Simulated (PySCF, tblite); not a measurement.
# C₇H₉FN₂: geometry, infrared bands and NMR shifts

Wanted: the infrared bands and NMR shifts of C₇H₉FN₂ (`CC(C)c1cnnc(F)c1`), by calculation.

Computed with tblite 0.8.0 and PySCF 2.14.0, with density-fitted response routines of our own, on a single molecule in the gas phase. Atoms count from 0, in the outputs and in this text.

## 1. The molecule as given

19 atoms, charge 0, multiplicity 1; geometry from: force field or distance geometry start.

Bonds of the start (Å): C0–C1 1.47, C1–C2 1.52, C1–C3 1.50, C3–C4 1.38, C4–N5 1.35, N5–N6 1.33, N6–C7 1.35, C7–F8 1.36, C7–C9 1.40, C9–C3 1.40, C0–H10 1.11, C0–H11 1.13, C0–H12 1.11, C1–H13 1.11, C2–H14 1.11, C2–H15 1.13, C2–H16 1.09, C4–H17 1.09, C9–H18 1.08.

## 2. Geometry optimisation with GFN2-xTB

What the job is given:

```
{"job": {"kind": "relax", "xc": "GFN2-xTB", "basis": "xTB"}, "charge": 0, "multiplicity": 1}
C     -1.697400     1.095800    -0.186500
C     -0.990900    -0.041300     0.426800
C     -1.479400    -1.416200     0.011800
C      0.449300     0.052100     0.025900
C      0.825300    -0.071800    -1.301000
N      2.132900     0.015600    -1.644200
N      3.076900     0.209900    -0.731700
C      2.766600     0.327600     0.580400
F      3.715200     0.516900     1.540100
C      1.431200     0.244600     1.007100
H     -1.376100     2.041300     0.288500
H     -2.823800     1.022800    -0.119000
H     -1.488200     1.097700    -1.280000
H     -1.016200     0.073300     1.534800
H     -0.790700    -2.150800     0.474600
H     -2.505200    -1.620300     0.445700
H     -1.449800    -1.495200    -1.075500
H      0.052000    -0.231400    -2.050000
H      1.158400     0.338700     2.044800
```

The run is started by

```sh
> OMP_NUM_THREADS=1 python probes_run.py task.json out
```

The driver reads the jobs from task.json and runs them one after another.

**Question.** This job is followed by: GFN2-xTB harmonic vibrations, gas phase; GIAO PBE0/pcSseg-1 NMR shielding, non-relativistic, gas phase. What will the session give for the following? strongest single infrared mode (GFN2-xTB); zero-point energy (GFN2-xTB); ¹³C shifts against TMS (PBE0/pcSseg-1, means over atoms taken as alike); ¹H shifts against TMS (PBE0/pcSseg-1, means over atoms taken as alike); ¹⁵N shifts against NH3 (PBE0/pcSseg-1); ¹⁹F shifts against CFCl3 (PBE0/pcSseg-1).

The runs gave:

```
                                                               quantity                                       value
                              strongest single infrared mode (GFN2-xTB)                       1386 cm⁻¹, 160 km/mol
                                           zero-point energy (GFN2-xTB)                               93.6 kcal/mol
¹³C shifts against TMS (PBE0/pcSseg-1, means over atoms taken as alike)  176.5, 157.7, 152.8, 116.7, 38.7, 26.1 ppm
 ¹H shifts against TMS (PBE0/pcSseg-1, means over atoms taken as alike)                  9.42, 6.84, 2.56, 1.37 ppm
                                 ¹⁵N shifts against NH3 (PBE0/pcSseg-1)                            465.8, 406.6 ppm
                               ¹⁹F shifts against CFCl3 (PBE0/pcSseg-1)                                   -85.0 ppm
```

What this shows: Relaxing lowered the energy by 0.533 eV in 59 steps; the close pair that moved most is C0–C1, from 1.473 to 1.531 Å. No mode is imaginary among the 51: a minimum at this level. The strongest single mode, at 1386 cm⁻¹, has its largest shares on C7, C3 and H13 (the list is cut at 3 atoms). GFN2-xTB is a fitted tight-binding method: band positions and strengths are rough. Its intensities can rank the bands wrongly. At PBE0/pcSseg-1: The largest span, 886 ppm, is at N5, where the paramagnetic term is -520 ppm. NICS(1)zz of -26 ppm above the planar ring from C3 marks a diatropic (aromatic) ring current.
